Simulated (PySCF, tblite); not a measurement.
# C7H4N2: geometry, infrared bands and NMR shifts

What infrared bands and NMR shifts should C7H4N2 (`N#CC/C=C1C=C/1C#N`) show?

Computed with tblite 0.8.0 and PySCF 2.14.0, with density-fitted response routines of our own, on a single molecule in the gas phase. Atoms are numbered from 0 throughout.

## Step 1: The starting structure

13 atoms, charge 0, multiplicity 1; geometry from: force field or distance geometry start.

Bonds of the start (Å): N0–C1 1.15, C1–C2 1.49, C2–C3 1.49, C3–C4 1.32, C4–C5 1.39, C5–C6 1.31, C6–C7 1.38, C7–N8 1.15, C6–C4 1.37, C2–H9 1.09, C2–H10 1.10, C3–H11 1.09, C5–H12 1.05.

## Step 2: Geometry optimisation with GFN2-xTB

The job: settings as JSON, then the geometry in Å.

```
{"job": {"kind": "relax", "xc": "GFN2-xTB", "basis": "xTB"}, "charge": 0, "multiplicity": 1}
N     -2.624300     1.929100    -1.820400
C     -2.192400     1.253500    -1.003000
C     -1.622000     0.373700     0.055800
C     -0.647000    -0.584000    -0.545700
C      0.614900    -0.672200    -0.171000
C      1.866400    -1.264000    -0.316200
C      1.711400    -0.292200     0.555100
C      2.264900     0.508000     1.534600
N      2.715900     1.176100     2.358600
H     -1.168700     0.988300     0.837100
H     -2.441900    -0.190600     0.528100
H     -1.020900    -1.270400    -1.303900
H      2.539300    -1.954800    -0.726800
```

Started as:

```console
$ OMP_NUM_THREADS=1 python probes_run.py task.json out
```

The driver reads the jobs from task.json and runs them one after another.

**Question.** This job is followed by: GFN2-xTB harmonic vibrations, gas phase; GIAO PBE0/pcSseg-1 NMR shielding, non-relativistic, gas phase. Predict these results of the whole session: strongest single infrared mode (GFN2-xTB); zero-point energy (GFN2-xTB); 13C shifts against TMS (PBE0/pcSseg-1); 1H shifts against TMS (PBE0/pcSseg-1, means over atoms taken as alike); 15N shifts against NH3 (PBE0/pcSseg-1).

**Answer**, as computed:

| quantity | value |
| --- | --- |
| strongest single infrared mode (GFN2-xTB) | 2327 cm⁻¹, 320 km/mol |
| zero-point energy (GFN2-xTB) | 53.5 kcal/mol |
| 13C shifts against TMS (PBE0/pcSseg-1) | 148.8, 126.9, 122.1, 119.9, 113.0, 84.2, 19.9 ppm |
| 1H shifts against TMS (PBE0/pcSseg-1, means over atoms taken as alike) | 8.25, 5.03, 3.06 ppm |
| 15N shifts against NH3 (PBE0/pcSseg-1) | 371.9, 299.5 ppm |

**Reading.** The optimisation took 94 steps and gained 0.323 eV; among the close pairs (by a distance rule), C4–C6 changed most, from 1.369 to 1.475 Å. All 33 modes are real, so the xTB geometry is a minimum. The strongest single mode, at 2327 cm⁻¹, moves mainly C7 and N8. Unscaled tight-binding wavenumbers are off by several per cent, some by more. Its intensities can rank the bands wrongly. At PBE0/pcSseg-1: The widest tensor belongs to N0: span 495 ppm, with a paramagnetic part of -371 ppm.
